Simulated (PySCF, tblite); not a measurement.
# C₉H₃N₃: excited states, first hyperpolarisability

Aim: compute the excited states, first hyperpolarisability of C₉H₃N₃ (`C=C=C=CC(C#N)=C(C#N)C#N`).

Computed with tblite 0.8.0 and PySCF 2.14.0 and routines of our own; the level stands in each step. Atoms count from 0.

### 1 The system as given

15 atoms, charge 0, multiplicity 1; geometry from: force field or distance geometry start.

### 2 Relaxing the molecule with GFN2-xTB

The job: settings as JSON, then the geometry in Å.

```
{"job": {"kind": "relax", "xc": "GFN2-xTB", "basis": "xTB"}, "charge": 0, "multiplicity": 1}
C      3.559800    -0.896500    -0.653700
C      2.362600    -0.645500    -0.146500
C      1.225900    -0.400400     0.380100
C      0.040500    -0.142600     0.871400
C     -1.194300    -0.220200     0.109600
C     -1.934700    -1.437100    -0.098500
N     -2.530900    -2.418100    -0.247500
C     -1.649600     0.920200    -0.447200
C     -2.859400     0.899100    -1.223900
N     -3.846400     0.883800    -1.866900
C     -0.939600     2.155500    -0.271700
N     -0.368200     3.167600    -0.113400
H      3.964100    -1.890300    -0.685700
H      4.170600    -0.093400    -1.065500
H     -0.004800     0.126000     1.931800
```

On the command line:

```console
$ OMP_NUM_THREADS=1 python excited_run.py task.json out
```

This one command runs all jobs of the session in turn.

Output:

```text
step      E/eV     max force
  0    -795.25310    3.904
  1    -794.84801   11.617
  2    -795.52786    2.080
  3    -795.58413    3.059
  4    -795.74090    1.491
  5    -795.96875    5.791
  6    -796.21891    4.080
  7    -796.43307    1.421
  8    -796.61629    1.815
  9    -796.68672    4.879
 10    -796.90062    1.928
 11    -797.01428    1.434
 12    -797.10344    1.188
 13    -797.12395    0.906
 14    -797.16003    0.814
 15    -797.17769    0.515
 16    -797.20680    0.593
 17    -797.22365    0.636
 18    -797.24060    0.532
 19    -797.25402    0.413
 20    -797.26703    0.537
 21    -797.27810    0.517
 22    -797.28716    0.271
 23    -797.29637    0.286
 24    -797.30619    0.376
 25    -797.31540    0.457
 26    -797.32371    0.347
 27    -797.33178    0.254
 28    -797.34047    0.328
 29    -797.34863    0.300
 30    -797.35539    0.293
 31    -797.36046    0.217
 32    -797.36614    0.242
 33    -797.37176    0.466
 34    -797.37779    0.301
 35    -797.38223    0.327
 36    -797.38592    0.191
 37    -797.39003    0.207
 38    -797.39465    0.344
 39    -797.39791    0.241
 40    -797.40018    0.237
 41    -797.40221    0.127
 42    -797.40516    0.236
 43    -797.40954    0.325
 44    -797.41672    0.408
 45    -797.42565    0.267
 46    -797.43208    0.190
 47    -797.43627    0.196
 48    -797.43986    0.173
 49    -797.44317    0.213
 50    -797.44726    0.188
 51    -797.45204    0.343
 52    -797.45687    0.375
 53    -797.46333    0.418
 54    -797.47842    0.358
 55    -797.50171    0.498
 56    -797.53540    0.508
 57    -797.55708    1.004
 58    -797.55901    1.154
 59    -797.58776    0.589
 60    -797.59650    0.326
 61    -797.60639    0.464
 62    -797.62149    0.579
 63    -797.63048    0.377
 64    -797.63758    0.327
 65    -797.64432    0.494
 66    -797.65711    0.452
 67    -797.66649    0.311
 68    -797.67366    0.499
 69    -797.68108    0.400
 70    -797.68060    0.901
 71    -797.69561    0.450
 72    -797.70197    0.230
 73    -797.70902    0.236
 74    -797.71228    0.174
 75    -797.71441    0.137
 76    -797.71560    0.137
 77    -797.71647    0.094
 78    -797.71783    0.095
 79    -797.72001    0.129
 80    -797.72327    0.153
 81    -797.72682    0.147
 82    -797.72942    0.196
 83    -797.73120    0.129
 84    -797.73287    0.244
 85    -797.73450    0.241
 86    -797.73603    0.111
 87    -797.73680    0.090
 88    -797.73744    0.078
 89    -797.73804    0.105
 90    -797.73862    0.109
 91    -797.73917    0.124
 92    -797.73968    0.074
 93    -797.74008    0.062
 94    -797.74036    0.056
 95    -797.74057    0.051
 96    -797.74079    0.043
 97    -797.74105    0.056
 98    -797.74134    0.062
 99    -797.74168    0.086
100    -797.74205    0.079
101    -797.74238    0.092
102    -797.74267    0.081
103    -797.74297    0.060
104    -797.74336    0.095
105    -797.74377    0.084
106    -797.74410    0.075
107    -797.74428    0.042
108    -797.74439    0.035
109    -797.74454    0.041
110    -797.74482    0.066
111    -797.74523    0.085
112    -797.74570    0.088
113    -797.74603    0.066
114    -797.74622    0.040
115    -797.74637    0.039
116    -797.74651    0.029
117    -797.74663    0.031
118    -797.74672    0.022
119    -797.74678    0.019
120    -797.74685    0.025
121    -797.74692    0.029
122    -797.74698    0.022
123    -797.74702    0.017
124    -797.74707    0.018
125    -797.74713    0.022
126    -797.74721    0.025
127    -797.74729    0.024
128    -797.74734    0.022
129    -797.74739    0.022
130    -797.74746    0.023
131    -797.74754    0.026
132    -797.74761    0.025
133    -797.74764    0.016
134    -797.74766    0.015
135    -797.74768    0.012
136    -797.74771    0.015
137    -797.74774    0.020
138    -797.74778    0.022
139    -797.74785    0.030
140    -797.74795    0.033
141    -797.74804    0.020
142    -797.74808    0.011
143    -797.74810    0.010
```

It took 1.1 s on 1 thread of Arm Neoverse V1, shared host.

Step by step: (not every step is listed) (the energy doesn't fall at every step)

| step | energy from step 0 (eV) | largest force (eV/Å) |
| --- | --- | --- |
| 0 | 0.0000 | 3.9039 |
| 1 | 0.4051 | 11.6171 |
| 2 | -0.2748 | 2.0799 |
| 3 | -0.3310 | 3.0593 |
| 4 | -0.4878 | 1.4911 |
| 5 | -0.7156 | 5.7914 |
| 6 | -0.9658 | 4.0803 |
| 7 | -1.1800 | 1.4210 |
| 8 | -1.3632 | 1.8150 |
| 21 | -2.0250 | 0.5166 |
| 34 | -2.1247 | 0.3012 |
| 47 | -2.1832 | 0.1960 |
| 60 | -2.3434 | 0.3260 |
| 73 | -2.4559 | 0.2363 |
| 86 | -2.4829 | 0.1110 |
| 99 | -2.4886 | 0.0860 |
| 112 | -2.4926 | 0.0879 |
| 125 | -2.4940 | 0.0216 |
| 138 | -2.4947 | 0.0222 |
| 139 | -2.4947 | 0.0297 |
| 140 | -2.4948 | 0.0326 |
| 141 | -2.4949 | 0.0203 |
| 142 | -2.4950 | 0.0107 |
| 143 | -2.4950 | 0.0099 |

Distances of close pairs at the start and the end, largest changes first:

| bond | before (Å) | after (Å) | change (Å) |
| --- | --- | --- | --- |
| C8–N9 | 1.178 | 1.146 | -0.032 |
| C7–C8 | 1.438 | 1.411 | -0.027 |
| C4–C7 | 1.348 | 1.375 | +0.027 |
| C10–N11 | 1.173 | 1.147 | -0.026 |
| C7–C10 | 1.436 | 1.410 | -0.026 |
| C1–C2 | 1.277 | 1.252 | -0.025 |
| C3–C4 | 1.453 | 1.430 | -0.022 |
| C2–C3 | 1.309 | 1.330 | +0.021 |

The end geometry stands in the next job.

### 3 Vibrational analysis with GFN2-xTB

The job: settings as JSON, then the geometry in Å.

```
{"job": {"kind": "ir", "xc": "GFN2-xTB", "basis": "xTB"}, "charge": 0, "multiplicity": 1}
C      3.472111    -1.779026    -0.153983
C      2.451407    -0.960600    -0.062024
C      1.485536    -0.169993     0.032506
C      0.435856     0.642474     0.117486
C     -0.863707     0.247787    -0.331554
C     -1.008606    -1.055565    -0.874223
N     -1.108414    -2.110404    -1.307819
C     -1.968847     1.062682    -0.262192
C     -3.236273     0.641385    -0.716734
N     -4.272101     0.313910    -1.082212
C     -1.902218     2.367589     0.267959
N     -1.841188     3.428383     0.699666
H      3.354379    -2.766153    -0.570483
H      4.455562    -1.491188     0.181043
H      0.542091     1.636711     0.534996
```

Output:

```text
mode    cm-1     km/mol
  1      44.2      0.01
  2      53.0      0.16
  3      74.3      3.91
  4      96.0      3.31
  5     116.1      9.11
  6     159.5     24.12
  7     171.3      2.56
  8     229.1      0.08
  9     254.0      1.55
 10     269.1      0.40
 11     280.2      0.67
 12     396.1      2.06
 13     404.3      5.80
 14     462.6      1.86
 15     465.9      2.07
 16     483.3      1.70
 17     521.7      0.10
 18     573.1     11.08
 19     577.7      1.86
 20     641.8      0.28
 21     722.4      2.62
 22     825.7     23.14
 23     848.7     24.68
 24     912.9      4.86
 25     958.9      2.65
 26    1015.8      0.49
 27    1206.6     16.59
 28    1255.7      0.07
 29    1291.7     61.70
 30    1365.0      4.56
 31    1504.4    170.23
 32    1657.8     71.69
 33    2172.4     58.89
 34    2336.6    177.55
 35    2366.6    163.52
 36    2378.3    147.83
 37    3040.0      4.92
 38    3082.2      1.05
 39    3101.7      3.23
```

Wall time 0.59 s (1 thread of Arm Neoverse V1, shared host).

The strongest bands and the atoms that carry them (share of the mass-weighted mode):

| cm⁻¹ | km/mol | atoms |
| --- | --- | --- |
| 849 | 24.7 | H13 41 %, H12 33 %, C0 21 % |
| 1292 | 61.7 | C4 57 %, C3 18 %, C7 13 % |
| 1504 | 170.2 | C4 49 %, C7 47 % |
| 1658 | 71.7 | C3 26 %, C2 26 %, C0 25 %, C1 20 % |
| 2172 | 58.9 | C1 49 %, C2 44 % |
| 2337 | 177.6 | C10 34 %, C8 25 %, N11 23 %, N9 17 % |
| 2367 | 163.5 | C8 28 %, N9 18 %, C10 17 %, C5 14 % |
| 2378 | 147.8 | C5 45 %, N6 30 % |

### 4 Excited states: TDA LC-wPBE/def2-SVPD

The job, as its differences from that of step 3:

```diff
@@ -1,2 +1,2 @@
-{"job": {"kind": "ir", "xc": "GFN2-xTB", "basis": "xTB"}, "charge": 0, "multiplicity": 1}
+{"job": {"kind": "states", "xc": "LC-wPBE", "basis": "def2-SVPD", "tda": true, "soc": true, "nstates": 8, "ntriplets": 6, "nquad": 4}, "charge": 0, "multiplicity": 1}
 C      3.472111    -1.779026    -0.153983
```

Level: TDA LC-wPBE/def2-SVPD excited states, vertical, gas phase, spin-orbit mean-field couplings.

Output:

```text
coarse grid: 14824 points
cycle   1  E = -507.7194309614  dE =  2.765e+00  |g| = 9.922e-01  |ddm| = 1.987e+01
cycle   2  E = -507.3527734021  dE =  3.667e-01  |g| = 1.715e+00  |ddm| = 4.389e+00
cycle   3  E = -507.9880495893  dE = -6.353e-01  |g| = 7.538e-02  |ddm| = 3.320e+00
cycle   4  E = -507.9905242865  dE = -2.475e-03  |g| = 3.717e-02  |ddm| = 8.202e-01
cycle   5  E = -507.9909827465  dE = -4.585e-04  |g| = 1.635e-02  |ddm| = 1.981e-01
cycle   6  E = -507.9910917605  dE = -1.090e-04  |g| = 5.192e-03  |ddm| = 9.548e-02
cycle   7  E = -507.9911100091  dE = -1.825e-05  |g| = 2.987e-03  |ddm| = 3.386e-02
cycle   8  E = -507.9911144270  dE = -4.418e-06  |g| = 1.169e-03  |ddm| = 2.151e-02
final grid: 149968 points
cycle   9  E = -508.0735728585  dE = -2.173e-05  |g| = 3.758e-03  |ddm| = 2.811e-01
cycle  10  E = -508.0735716665  dE =  1.192e-06  |g| = 4.588e-03  |ddm| = 5.494e-02
cycle  11  E = -508.0735759376  dE = -4.271e-06  |g| = 8.480e-04  |ddm| = 8.013e-03
cycle  12  E = -508.0735761164  dE = -1.788e-07  |g| = 2.326e-04  |ddm| = 2.687e-03
cycle  13  E = -508.0735761389  dE = -2.252e-08  |g| = 1.386e-04  |ddm| = 2.144e-03
cycle  14  E = -508.0735761470  dE = -8.114e-09  |g| = 4.985e-05  |ddm| = 1.225e-03
cycle  15  E = -508.0735761484  dE = -1.331e-09  |g| = 2.321e-05  |ddm| = 3.663e-04
cycle  16  E = -508.0735761489  dE = -4.794e-10  |g| = 7.178e-06  |ddm| = 2.493e-04
converged SCF energy = -508.0735761489

Singlet excitations
state   eV       nm        f     d(h-e)  d(exc)  Lambda  PR(NTO)  |dmu|/D   mu/D   main configurations
  1   3.7045   334.7   0.00003   0.775   3.113   0.422   1.012    3.127    9.889   H-1->L 0.82, H-1->L+1 0.15
  2   4.2467   292.0   1.47748   0.712   3.813   0.809   1.104    2.645    9.423   H->L 0.93
  3   5.7404   216.0   0.08449   0.432   3.718   0.770   1.175    1.118    6.311   H-2->L 0.88
  4   5.8970   210.2   0.00007   0.773   3.283   0.341   1.107    2.530    5.104   H-3->L 0.61, H-5->L 0.17
  5   6.1008   203.2   0.00033   0.420   3.260   0.466   1.480                     H->L+2 0.63
  6   6.1662   201.1   0.08465   0.771   3.690   0.752   1.202                     H->L+1 0.89
  7   6.1833   200.5   0.00030   1.556   3.430   0.384   1.366                     H-5->L 0.53, H-3->L 0.17
  8   6.3814   194.3   0.00005   0.794   3.380   0.393   1.544                     H-6->L 0.40, H-1->L+1 0.20, H-7->L 0.10

Triplet excitations (Tamm-Dancoff)
state   eV     d(h-e)  d(exc)  Lambda  PR(NTO)   main configurations
  1   1.7084   0.182   3.447   0.815   1.186   H->L 0.89
  2   3.1376   0.159   2.817   0.772   2.073   H-2->L 0.52, H->L+1 0.38
  3   3.3226   0.718   3.052   0.422   1.011   H-1->L 0.80, H-1->L+1 0.18
  4   4.9869   0.704   2.760   0.722   2.050   H-8->L 0.35, H-2->L+1 0.21, H-2->L 0.09
  5   5.1448   0.021   2.227   0.577   1.096   H-1->L+2 0.47, H-1->L+4 0.25, H-1->L+6 0.10
  6   5.3407   0.499   3.575   0.757   2.067   H->L+1 0.38, H-2->L 0.20, H-8->L+1 0.13
S1 - T1 = 1.9962 eV

Spin-orbit couplings |<S|Hso|T>| (cm-1)
             T1       T2       T3       T4       T5       T6
S0        0.024    0.052   13.356    0.074    0.169    0.044
S1        1.156    1.899    0.014    4.971    1.398    5.612
S2        0.004    0.016    1.371    0.039    0.019    0.028
S3        0.021    0.021    1.932    0.023    0.170    0.043
S4        1.687    4.705    0.183    7.387    0.719    5.211
S5        1.586    0.896    0.166    2.846    0.656    1.808
S6        0.283    0.261    0.213    0.215    0.068    0.120
S7        6.116    4.900    0.449    4.173    0.517    2.657
S8        4.821    6.784    0.323    7.148    1.486    1.119
T1 sublevels (cm-1): 0.000 0.001 0.001   radiative rates (1/s): 0.000205 0.00023 1.21e-05
```

It took 2 min on 1 thread of Arm Neoverse V1, shared host; peak memory 1.1 GiB.

Key values:

| quantity | value |
| --- | --- |
| S1 less T1 | 2.00 eV |

The fields below are evaluated on a grid from the run's orbitals.

Frontier orbitals at LC-wPBE/def2-SVPD, with the share of their density that lies nearest to each atom:

| orbital | energy (eV) | lies on |
| --- | --- | --- |
| HOMO | -10.12 | C0, C3, C7 about 16 % each; C2 12 %; N9, N11 about 7 % each |
| LUMO | -2.46 | C2, C4, C7 about 16 % each; C0 12 %; N6, N9, N11 about 6 % each |

ELF in a plane through or near 15 of the atoms.

Ten even steps from '0' (0.00) to '9' (1.00):
```
0000000000000000000000000000
0000000000000000000000000000
0000000000000000001352000000
0000000000000000016897400000
0000000000000350037998600000
0000000001100995047228500000
0000430015510998068876300000
0007996057855695051775200000
0009998556738424159751000000
0004881627827493723510000000
0000363464974159552855200000
0000799624620288538327520000
0001999700002643505475761000
0000599300025867604763983000
0000011000047447501479983000
0000000000058977400268871000
0000000000048996200012310000
0000000000004762000000000000
0000000000000110000000000000
0000000000000000000000000000
```
The map spans 14.5 Å across and 10.4 Å up, centred on the molecule. Atoms in the plane (x, y in Å): C0 (-3.9, 0.0), C1 (-2.6, 0.3), C2 (-1.4, 0.6), C3 (-0.1, 0.8), C4 (0.9, -0.2), C5 (0.4, -1.5), N6 (0.1, -2.6), C7 (2.2, 0.1), C8 (3.2, -1.0), N9 (4.0, -1.8), C10 (2.8, 1.4), N11 (3.2, 2.4), H12 (-4.2, -1.0), H13 (-4.7, 0.8), H14 (0.2, 1.9).

On the surface of density 0.002 e/bohr³ the electrostatic potential runs, from the 1st to the 99th percentile, from -1.47 V near N9 to 1.73 V near H13.

### 5 Excited states: TDDFT LC-wPBE/def2-SVPD

The job, as its differences from that of step 4:

```diff
@@ -1,2 +1,2 @@
-{"job": {"kind": "states", "xc": "LC-wPBE", "basis": "def2-SVPD", "tda": true, "soc": true, "nstates": 8, "ntriplets": 6, "nquad": 4}, "charge": 0, "multiplicity": 1}
+{"job": {"kind": "states", "xc": "LC-wPBE", "basis": "def2-SVPD", "tpa": true, "nstates": 6, "nquad": 5, "ntriplets": 0}, "charge": 0, "multiplicity": 1}
 C      3.472111    -1.779026    -0.153983
```

Level: TDDFT LC-wPBE/def2-SVPD excited states, vertical, gas phase, two-photon moments by quadratic response.

Output:

```text
coarse grid: 14824 points
cycle   1  E = -507.7194309614  dE =  2.765e+00  |g| = 9.922e-01  |ddm| = 1.987e+01
cycle   2  E = -507.3527734021  dE =  3.667e-01  |g| = 1.715e+00  |ddm| = 4.389e+00
cycle   3  E = -507.9880495893  dE = -6.353e-01  |g| = 7.538e-02  |ddm| = 3.320e+00
cycle   4  E = -507.9905242865  dE = -2.475e-03  |g| = 3.717e-02  |ddm| = 8.202e-01
cycle   5  E = -507.9909827465  dE = -4.585e-04  |g| = 1.635e-02  |ddm| = 1.981e-01
cycle   6  E = -507.9910917605  dE = -1.090e-04  |g| = 5.192e-03  |ddm| = 9.548e-02
cycle   7  E = -507.9911100091  dE = -1.825e-05  |g| = 2.987e-03  |ddm| = 3.386e-02
cycle   8  E = -507.9911144270  dE = -4.418e-06  |g| = 1.169e-03  |ddm| = 2.151e-02
final grid: 149968 points
cycle   9  E = -508.0735728585  dE = -2.173e-05  |g| = 3.758e-03  |ddm| = 2.811e-01
cycle  10  E = -508.0735716665  dE =  1.192e-06  |g| = 4.588e-03  |ddm| = 5.494e-02
cycle  11  E = -508.0735759376  dE = -4.271e-06  |g| = 8.480e-04  |ddm| = 8.013e-03
cycle  12  E = -508.0735761164  dE = -1.788e-07  |g| = 2.326e-04  |ddm| = 2.687e-03
cycle  13  E = -508.0735761389  dE = -2.252e-08  |g| = 1.386e-04  |ddm| = 2.144e-03
cycle  14  E = -508.0735761470  dE = -8.114e-09  |g| = 4.985e-05  |ddm| = 1.225e-03
cycle  15  E = -508.0735761484  dE = -1.331e-09  |g| = 2.321e-05  |ddm| = 3.663e-04
cycle  16  E = -508.0735761489  dE = -4.794e-10  |g| = 7.178e-06  |ddm| = 2.493e-04
converged SCF energy = -508.0735761489

Singlet excitations
state   eV       nm        f     d(h-e)  d(exc)  Lambda  PR(NTO)  |dmu|/D   mu/D   delta(TPA)   sigma/GM   main configurations
  1   3.6283   341.7   0.00004   0.746   3.098   0.423   1.035    3.106    9.866        0.00      0.000   H-1->L 0.82, H-1->L+1 0.16
  2   3.9276   315.7   1.05881   0.619   3.735   0.800   1.169    2.171    8.949      631.08      3.566   H->L 0.96
  3   5.5015   225.4   0.04098   0.377   3.403   0.759   1.369    0.909    6.740     3984.33     44.179   H-2->L 0.86
  4   5.8741   211.1   0.00005   0.777   3.291   0.341   1.100    2.511    5.140        0.37      0.005   H-3->L 0.61, H-5->L 0.17
  5   5.9754   207.5   0.06147   0.566   3.979   0.759   1.365    1.553    5.609    15194.95    198.760   H->L+1 0.86
  6   6.0317   205.6   0.00023   0.386   3.222   0.472   1.268                                            H->L+2 0.66
```

Run time: 1.8 min. Hardware: 1 thread of Arm Neoverse V1, shared host; peak memory 1.2 GiB.

### 6 First hyperpolarisability: quadratic response PBE0/def2-SVPD

The job, as its differences from that of step 5:

```diff
@@ -1,2 +1,2 @@
-{"job": {"kind": "states", "xc": "LC-wPBE", "basis": "def2-SVPD", "tpa": true, "nstates": 6, "nquad": 5, "ntriplets": 0}, "charge": 0, "multiplicity": 1}
+{"job": {"kind": "beta", "xc": "PBE0", "basis": "def2-SVPD", "wavelengths": [1907, 1340]}, "charge": 0, "multiplicity": 1}
 C      3.472111    -1.779026    -0.153983
```

Method: quadratic response PBE0/def2-SVPD first hyperpolarisability, Taylor convention, gas phase.

Output:

```text
coarse grid: 14824 points
cycle   1  E = -507.6691629847  dE =  2.217e+00  |g| = 7.341e-01  |ddm| = 1.983e+01
cycle   2  E = -506.8039391379  dE =  8.652e-01  |g| = 2.061e+00  |ddm| = 6.107e+00
cycle   3  E = -507.8055419222  dE = -1.002e+00  |g| = 8.596e-02  |ddm| = 4.585e+00
cycle   4  E = -507.8038750075  dE =  1.667e-03  |g| = 1.118e-01  |ddm| = 6.538e-01
cycle   5  E = -507.8076983442  dE = -3.823e-03  |g| = 2.292e-02  |ddm| = 2.235e-01
cycle   6  E = -507.8078202902  dE = -1.219e-04  |g| = 8.558e-03  |ddm| = 9.175e-02
cycle   7  E = -507.8078361564  dE = -1.587e-05  |g| = 2.562e-03  |ddm| = 2.004e-02
cycle   8  E = -507.8078373582  dE = -1.202e-06  |g| = 1.319e-03  |ddm| = 7.230e-03
final grid: 149968 points
cycle   9  E = -507.8762225398  dE = -3.258e-05  |g| = 5.505e-03  |ddm| = 2.592e-01
cycle  10  E = -507.8762156968  dE =  6.843e-06  |g| = 7.955e-03  |ddm| = 5.423e-02
cycle  11  E = -507.8762282754  dE = -1.258e-05  |g| = 3.063e-03  |ddm| = 1.945e-02
cycle  12  E = -507.8762305067  dE = -2.231e-06  |g| = 6.335e-04  |ddm| = 8.982e-03
cycle  13  E = -507.8762305903  dE = -8.352e-08  |g| = 1.845e-04  |ddm| = 1.269e-03
cycle  14  E = -507.8762305966  dE = -6.301e-09  |g| = 6.970e-05  |ddm| = 4.493e-04
cycle  15  E = -507.8762305976  dE = -1.019e-09  |g| = 3.302e-05  |ddm| = 2.165e-04
cycle  16  E = -507.8762305979  dE = -2.982e-10  |g| = 7.584e-06  |ddm| = 7.895e-05
converged SCF energy = -507.8762305979

Lowest singlets (eV, f): 3.2696 0.0000  3.6258 0.8884  4.5199 0.0525

First hyperpolarisability (au)
process     nm      |vector|   parallel      HRS      DR
static         -      286.79      48.56      188.5   2.253
shg       1907.0      351.20     104.82     225.54   2.368
eope      1907.0      304.27      64.76          -       -
shg       1340.0      470.15     194.64     285.96   2.549
eope      1340.0      326.04      83.87          -       -
```

It took 71 s on 1 thread of Arm Neoverse V1, shared host; peak memory 1.1 GiB.

### 7 Outcome

| quantity | value |
| --- | --- |
| strongest single infrared mode (GFN2-xTB) | 2337 cm⁻¹, 178 km/mol |
| zero-point energy (GFN2-xTB) | 54.8 kcal/mol |
| S1 less T1 (step 4, TDA LC-wPBE/def2-SVPD) | 2.00 eV |
| potential on the surface of density 0.002 e/bohr³, 1st and 99th percentile | -1.47 V and 1.73 V |
| β vector (step 6, quadratic response PBE0/def2-SVPD) | static 287, SHG 1907.0 nm 351, SHG 1340.0 nm 470 au |

All 39 modes are real, so the xTB geometry is a minimum. The strongest single mode, at 2337 cm⁻¹, is spread over several atoms, C10, C8, N11, N9 among them. GFN2-xTB is a fitted tight-binding method: band positions and strengths are rough. Its intensities can rank the bands wrongly. In step 4, the number of triplets below S1 is 3, and the largest singlet-triplet spin-orbit coupling is S0–T3, 13.36 cm⁻¹. At LC-wPBE/def2-SVPD, counted by nearest atom on the grid, the HOMO lies on C0, C3, C7 about 16 % each; C2 12 %, the LUMO on C2, C4, C7 about 16 % each; C0 12 %. β grows from 287 au (static) to 470 au for doubling at 1340.0 nm: normal dispersion, which grows as twice the photon energy moves toward the bright states.
